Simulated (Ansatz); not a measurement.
Consider a comparison of magnetic orders of MnS, space group P6_3mc (Ansatz's Python interface).

`orders_mns.py`:
```python
import warnings

import ansatz
import numpy as np

SETTINGS = {
    "xc": "r2scan",
    "kmesh": (7, 7, 4),
    "smearing": "Marzari-Vanderbilt",
    "tolerance": 1e-06,
    "max_scf": 100,
}


def count_gap(report):
    # lowest empty less highest filled band, counting bands; zero where they overlap
    return max(report.get("gap_by_band_count_ev") or 0.0, 0.0)

CELL = [
    [3.976, 0.0, 0.0],
    [-1.988, 3.443317, 0.0],
    [0.0, 0.0, 6.432],
]
ATOMS = [
    ("Mn", [1 / 3, 2 / 3, 0.0]),
    ("Mn", [2 / 3, 1 / 3, 0.5]),
    ("S", [1 / 3, 2 / 3, 0.385]),
    ("S", [2 / 3, 1 / 3, 0.885]),
]


def build(moments):
    crystal = ansatz.Crystal(lattice=ansatz.Lattice.of(CELL))
    for (symbol, position), moment in zip(ATOMS, moments):
        crystal = crystal.atom(symbol, position, moment=moment or None)
    return crystal


def main() -> None:
    warnings.simplefilter("ignore", ansatz.DeckWarning)

    orders = {
        "FM": [3.2, 3.2, 0, 0],
        "AFM": [3.2, -3.2, 0, 0],
    }

    rows = []
    for label, moments in orders.items():
        calc = (
            build(moments).calculation()
            .functional(SETTINGS["xc"])
            .pseudopotentials("nc")
            .kpoints(*SETTINGS["kmesh"], center="monkhorst-pack")
            .occupations(SETTINGS["smearing"])
            .scf(tolerance=SETTINGS["tolerance"], max_iterations=SETTINGS["max_scf"], algorithm="density_mixing")
            .spin("collinear")
            .band_table()
        )
        summary = calc.run(threads=1).report
        rows.append((label, summary["free_energy_ev"], summary["magnetization_mub"], summary["absolute_magnetization_mub"], max(abs(m) for m in summary["site_moments_mub"]), count_gap(summary)))
        print(label, "site moments:", [round(m, 2) for m in summary["site_moments_mub"]])

    plain = (
        build([0] * len(ATOMS)).calculation()
        .functional(SETTINGS["xc"])
        .pseudopotentials("nc")
        .kpoints(*SETTINGS["kmesh"], center="monkhorst-pack")
        .occupations(SETTINGS["smearing"])
        .scf(tolerance=SETTINGS["tolerance"], max_iterations=SETTINGS["max_scf"], algorithm="density_mixing")
        .band_table()
    )
    summary = plain.run(threads=1).report
    rows.append(("NM", summary["free_energy_ev"], 0.0, 0.0, 0.0, count_gap(summary)))

    lowest = min(row[1] for row in rows)
    rows = [(row[0], 1000 * (row[1] - lowest) / 2, *row[2:]) for row in sorted(rows, key=lambda row: row[1])]
    print("         order  meV/magnetic atom         net muB    absolute muB  largest site muB  gap by band count eV")
    for row in rows:
        print(f"{str(row[0]):>14s}  {row[1]:17.2f}  {row[2]:14.3f}  {row[3]:14.3f}  {row[4]:16.3f}  {row[5]:20.3f}")
    print("lowest of these starts:", rows[0][0])


if __name__ == "__main__":
    main()
```

Which magnetic state ends lowest, and by how much?

In order of energy: antiferro- or ferrimagnetic (+0.0 meV an atom, largest site moment 4.22 μB), ferromagnetic (+53.9 meV an atom, largest site moment 4.29 μB) and non-magnetic (+1603.6 meV an atom, largest site moment 0.00 μB). These are the states reached from the starts typed.

What the script printed:

Running `python orders_mns.py` prints:
```text
FM site moments: [4.29, 4.29, 0.12, 0.12]
AFM site moments: [4.22, -4.22, -0.05, 0.05]
         order  meV/magnetic atom         net muB    absolute muB  largest site muB  gap by band count eV
           AFM               0.00           0.000           9.503             4.217                 1.635
            FM             107.74          10.000          10.000             4.295                 0.834
            NM            3207.22           0.000           0.000             0.000                 0.000
lowest of these starts: AFM
```

Caveats:
- These settings explore the input space; cutoff and mesh may be short of convergence.
- The magnetic order follows from the starting moments and needn't be the lowest.
- Such functionals run on norm-conserving files made under PBE, which can move pressures by some GPa.
- A gap by band count of zero or less means overlapping bands, a metal.
- Of the deposited cell: the entry's cell lengths or inner coordinates differ somewhat from later room-temperature determinations.
- Without a Hubbard U or exact exchange, semilocal functionals often make such 3d compounds metallic or too weakly gapped.
- r2SCAN tends to overestimate the moments of itinerant magnets.
- The starting cell is as deposited in a crystallographic database; the results hold for this polymorph, which needn't be the stable one.
- Gaps and levels are Kohn-Sham values on a finite set of k-points.
- Each row is the state reached from that start at the given structure, not necessarily the lowest of its order; other orders weren't tried.
- Finished in 3 min on 1 thread of Intel(R) Xeon(R) Platinum 8259CL CPU @ 2.50GHz (Skylake/Cascade Lake), with other jobs on the host, peak memory 0.94 GiB.

(Lines on the test bed's own set-up are left out of the output.)
